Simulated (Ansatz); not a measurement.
# Rh (fcc type): how the settings move a single-point run

How sensitive is a single-point run of Rh (fcc type) to its settings? A reference run comes first, then one run with altered input.

Computed with Ansatz 0.2.0 (reference: DFT, PBE, PAW with Ansatz's default frozen-core files, scalar-relativistic, unless a step's input says otherwise).

### 1 The starting structure

Symmetry: Fm-3m, No. 225, cubic system. Conventional cell: a = 3.830 Å, b = 3.830 Å, c = 3.830 Å, α = 90.00°, β = 90.00°, γ = 90.00°. Rh (site symmetry m-3m) has 12 Rh at 2.71 Å as nearest neighbours.

As a file:

```xyz
1
Lattice="0.0000 1.9150 1.9150 1.9150 0.0000 1.9150 1.9150 1.9150 0.0000" Properties=species:S:1:pos:R:3 pbc="T T T"
Rh    0.0000    0.0000    0.0000
```

### 2 The reference run

The input, input.yaml:

```yaml
crystal:
  lattice:
    - [0.0, 1.9149918957, 1.9149918957]
    - [1.9149918957, 0.0, 1.9149918957]
    - [1.9149918957, 1.9149918957, 0.0]
  atoms:
    - { symbol: Rh, position: [0.0, 0.0, 0.0] }
kpoints:
  mp_grid: { grid: [17, 17, 17] }
  band_path:
    path:
      - [0.0, 0.0, 0.0]
      - [0.5, 0.0, 0.5]
      - [0.625, 0.25, 0.625]
      - [0.375, 0.375, 0.75]
      - [0.0, 0.0, 0.0]
      - [0.5, 0.5, 0.5]
      - [0.5, 0.25, 0.75]
      - [0.5, 0.0, 0.5]
    npoints: 8
scf:
  occupations: { method: fermi_dirac, width: 0.05 }
hamiltonian:
  xc: pbe
  pseudopotentials: { kind: paw }
output:
  forces: true
  stress: true
  eigenvalues: true
  populations: true
  dos: { projected: true, de: 0.2, e_range: [-14, 8] }
```

Command:

```sh
$ ansatz run input.yaml --threads 1 --pin off --max-ram 2048MiB --backend cpu --events-out ev --progress --plain --runs-dir out
```

### 3 Variant: mixing.algorithm msr1, mixing.beta 0.05, dr2_threshold 1.0e-09, dispersion d3bjatm

Edit input.yaml of step 2 so:

```diff
@@ -22,2 +22,4 @@
   occupations: { method: fermi_dirac, width: 0.05 }
+  mixing: { algorithm: msr1, beta: 0.05 }
+  convergence: { dr2_threshold: 1.0e-09 }
 hamiltonian:
@@ -25,2 +27,3 @@
   pseudopotentials: { kind: paw }
+  dispersion: d3bjatm
 output:
@@ -30,2 +33,5 @@
   populations: true
-  dos: { projected: true, de: 0.2, e_range: [-14, 8] }
+  write_density: true
+  write_potential: true
+  elf: true
+  volumetric_format: npy
```

Before running it: what results should come out? Wanted: for each run, ending; energy change; pressure; gap; force.

As calculated:

```tsv
run	ending	energy change	pressure (GPa)	gap (eV)	force (eV/Å)	cycles	time
reference	converged	0	0.0	0.00	0.00	6	2.6 s (other work)
1: mixing.algorithm msr1, mixing.beta 0.05, dr2_threshold 1.0e-09, dispersion d3bjatm	converged	-557.3 meV/atom (with the dispersion term)	-5.8	0.00	0.00	8	3 s
```

Times don't compare one to one where runs were asked for different outputs or read a saved state (see the inputs); cycles count all SCF loops of a run, searches for a lower state included, where those made up much of it.

Residual by cycle in the longest SCF loop of each run; runs are numbered as in the table. The quantity is the density residual dr2, in eV.

```tsv
cycle	reference	run 1
1	3.8e-4	3.8e-4
2	7.1e-5	2.7e-4
3	1.4e-5	7.1e-5
4	2.6e-6	8.7e-6
5	1.7e-7	1.1e-7
6	9.1e-10	2.0e-8
7	-	1.9e-9
8	-	5.7e-10
```

What this shows: The energy moves by -557.3 meV/atom, nearly all of it the dispersion term itself (-557.3 meV/atom); that offset belongs to the model and is no gain or loss of stability; the pressure goes from 0.0 to -5.8 GPa.
